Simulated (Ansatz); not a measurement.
# Si16F: the cost of one run

Method: DFT LDA, plane waves, PAW, scalar-relativistic, no spin polarisation, in Ansatz 0.2.0.

## 1. Starting point

The cell holds 17 atoms (FSi16): a = 7.679 Å, b = 7.679 Å, c = 7.679 Å, α = 60.00°, β = 60.00°, γ = 60.00°.

The coordinates stand in the first input below.

## 2. Relaxing end A

Input file input.yaml:

```yaml
crystal:
  lattice:
    - [0.0, 5.43, 5.43]
    - [5.43, 0.0, 5.43]
    - [5.43, 5.43, 0.0]
  atoms:
    - { symbol: Si, position: [0.0, 0.0, 0.0] }
    - { symbol: Si, position: [0.125, 0.125, 0.125] }
    - { symbol: Si, position: [0.0, 0.0, 0.5] }
    - { symbol: Si, position: [0.125, 0.125, 0.625] }
    - { symbol: Si, position: [0.0, 0.5, 0.0] }
    - { symbol: Si, position: [0.125, 0.625, 0.125] }
    - { symbol: Si, position: [0.0, 0.5, 0.5] }
    - { symbol: Si, position: [0.125, 0.625, 0.625] }
    - { symbol: Si, position: [0.5, 0.0, 0.0] }
    - { symbol: Si, position: [0.625, 0.125, 0.125] }
    - { symbol: Si, position: [0.5, 0.0, 0.5] }
    - { symbol: Si, position: [0.625, 0.125, 0.625] }
    - { symbol: Si, position: [0.5, 0.5, 0.0] }
    - { symbol: Si, position: [0.625, 0.625, 0.125] }
    - { symbol: Si, position: [0.5, 0.5, 0.5] }
    - { symbol: Si, position: [0.625, 0.625, 0.625] }
    - { symbol: F, position: [0.2454296, 0.7473846, 0.7581389] }
total_charge: -1
basis:
  ecutwfc: 420.0
kpoints:
  mp_grid: { grid: [2, 2, 2] }
hamiltonian:
  xc: lda
scf:
  occupations: { method: gaussian, width: 0.05 }
  lower_state_search: "off"
relax:
  f_tol: 0.03
  max_steps: 60
  adjacent_minimum: "off"
```

Launch:

```console
$ ansatz run input.yaml --threads 1 --pin off --max-ram 3072MiB --backend cpu --events-out ev --progress --plain --runs-dir out
```

Q: Estimate wall time and peak memory on 1 thread of Arm Neoverse V1, shared host.

About 16 s, with a peak of 0.48 GiB.
